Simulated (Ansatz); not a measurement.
This script makes a scan of ordered alloys across composition of Li-Tc mixtures with the Ansatz DFT code, driven from Python.

Script `li_alloy.py`:
```python
"""Ordered Li-Tc cells across composition, after relaxing cells and atoms."""

from collections import Counter
import warnings

import ansatz as az
import numpy as np
from tabulate import tabulate


def bcc(A, a):
    return (
        az.Lattice.bcc(a)
        .space_group(229)
        .atom(A, (0, 0, 0))
        .primitive()
    )

A_FIRST, A_LAST = 3.51, 3.06


def run_phase(name, crystal):
    calc = (
        crystal.calculation()
        .basis(45 * az.Ry)
        .functional("pbesol")
        .kpoints(spacing=0.3)
        .occupations("cold", width=0.1)
        .band_table()
    )
    calc = calc.relax(force_tolerance=0.03, cell=True)
    return calc.run()


def volume_per_atom(outcome):
    return abs(np.linalg.det(outcome.lattice.cell_ang)) / len(outcome.lattice.sites)


def counts(outcome):
    return Counter(site.symbol for site in outcome.lattice.sites)

warnings.simplefilter("ignore")

# swap the mixed sites of the conventional cell one by one
phases = {}
for k in range(2 + 1):
    a = A_FIRST + (A_LAST - A_FIRST) * k / 2
    cell = bcc("Li", a).conventional().resolved()
    sites = [site.position for site in cell.sites if site.symbol == "Li"]
    for position in sites[:k]:
        cell = cell.substitution("Tc", at=position, replaces="Li")
    phases[f"Li{2 - k}Tc{k}"] = cell.resolved()

done = {}
for name, crystal in phases.items():
    done[name] = run_phase(name, crystal)
    print(f"{name}: {done[name].report['energy_sigma0_ev']:.4f} eV, {len(done[name].lattice.sites)} atoms")

# mixing quantities against the straight line between the end members, both on this lattice
x = {name: counts(o)["Tc"] / (counts(o)["Li"] + counts(o)["Tc"]) for name, o in done.items()}
first, last = min(x, key=x.get), max(x, key=x.get)
energy = {name: o.report["energy_sigma0_ev"] / len(o.lattice.sites) for name, o in done.items()}
volume = {name: volume_per_atom(o) for name, o in done.items()}
rows = []
for name in sorted(done, key=x.get):
    line = lambda table: (1 - x[name]) * table[first] + x[name] * table[last]
    rows.append((name, x[name], 1000 * (energy[name] - line(energy)), volume[name], 100 * (volume[name] / line(volume) - 1)))
print(tabulate(rows, headers=["cell", "x(Tc)", "E_mix (meV/atom)", "V (A^3/atom)", "excess V (%)"], floatfmt=".4f", tablefmt="psql"))
```

Do these ordered cells favour mixing or separation, and does the volume follow a straight line between the end members?

Mixing energies: +736 meV an atom at x(Tc) = 0.50 (volume -30.3 % off the straight line). All are positive, so the end members on this lattice are favoured over these cells.

The run itself:

```console
$ python li_alloy.py
Li2Tc0: -405.9960 eV, 2 atoms
Li1Tc1: -5538.9377 eV, 2 atoms
Li0Tc2: -10674.8251 eV, 2 atoms
+--------+---------+--------------------+----------------+----------------+
| cell   |   x(Tc) |   E_mix (meV/atom) |   V (A^3/atom) |   excess V (%) |
|--------+---------+--------------------+----------------+----------------|
| Li2Tc0 |  0.0000 |             0.0000 |        20.1430 |         0.0000 |
| Li1Tc1 |  0.5000 |           736.4126 |        11.9612 |       -30.2695 |
| Li0Tc2 |  1.0000 |             0.0000 |        14.1638 |         0.0000 |
+--------+---------+--------------------+----------------+----------------+
```

Reading the output:
- Absolute energies stand on the zero of these potentials, so only differences at equal settings mean something.
- For the metals among these phases the mesh is modest: differences between phases can be off by up to 40 meV an atom.
- These are small ordered cells, with both end members on the same lattice, which need not be their own; they aren't random solutions. Differences under about 40 meV an atom lie within the error of mesh and functional.
- The cells are prototypes set up for this calculation and needn't exist.
- Hardware and time: 13 s on 1 thread of Arm Neoverse V2 (shared host), peak memory 0.39 GiB.
